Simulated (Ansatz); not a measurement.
Working through a ladder of methods at one geometry of H₇OSi₃, SMILES [SiH3]O[SiH][SiH3]

With Ansatz's Python interface.

The cells in order, each with its output:

In [1]:
```python
import ansatz as az
from ase import Atoms

atoms = Atoms(["Si", "O", "Si", "Si", "H", "H", "H", "H", "H", "H", "H"], positions=[
    (-1.7579, 1.1872, -0.0651),
    (-1.2054, -0.1426, 0.6285),
    (-0.2167, -1.4022, 0.27),
    (2.0216, -0.6892, -0.263),
    (-2.4785, 0.8593, -1.364),
    (-2.7722, 1.8992, 0.8382),
    (-0.6599, 2.1599, -0.3689),
    (-0.1205, -2.3188, 1.4348),
    (2.5715, 0.0615, 0.9113),
    (2.8056, -1.8668, -0.5758),
    (1.8779, 0.1956, -1.4254),
])
molecule = az.Crystal.molecule_from_ase(atoms)

base = molecule.calculation().basis(gaussian="cc-pVDZ").spin("collinear", total=1)
```

In [2]:
```python
methods = ["mp2", "ccsd", "ccsd_t"]
batch = az.Session.batch([base.correlation(m).input() for m in methods])
reports = sorted(batch.plan().execute().molecular_reports, key=lambda each: each["member"])
print(f"Hartree-Fock reference {reports[0]['reference_energy_ev'] / 27.211386246:.6f} Ha")
best = reports[-1]["free_energy_ev"] - reports[-1]["reference_energy_ev"]
for method, each in zip(methods, reports):
    gained = each["free_energy_ev"] - each["reference_energy_ev"]
    print(f"{method:8s} total {each['free_energy_ev'] / 27.211386246:.6f} Ha  correlation {gained:9.4f} eV  ({100 * gained / best:.1f} % of the last)")
```
```text
Hartree-Fock reference -945.753871 Ha
mp2      total -946.220055 Ha  correlation  -12.6855 eV  (85.8 % of the last)
ccsd     total -946.284384 Ha  correlation  -14.4360 eV  (97.6 % of the last)
ccsd_t   total -946.297184 Ha  correlation  -14.7843 eV  (100.0 % of the last)
```

Notes:
- Total energies depend on the basis set; only differences at equal settings carry meaning.
- The geometry is a force-field or estimated start, not a minimum of this method, and the basis set is short of its limit. A lower total doesn't mark the better method: functionals have no common bound, and MP2 and coupled cluster aren't variational.
- The run takes the species as open-shell (spin multiplicity 2), which needn't be its ground state.
- Inner cores stay frozen, so this is valence correlation.
- For Al to Cl the sets with a tight d function, cc-pV(X+d)Z, are usual.
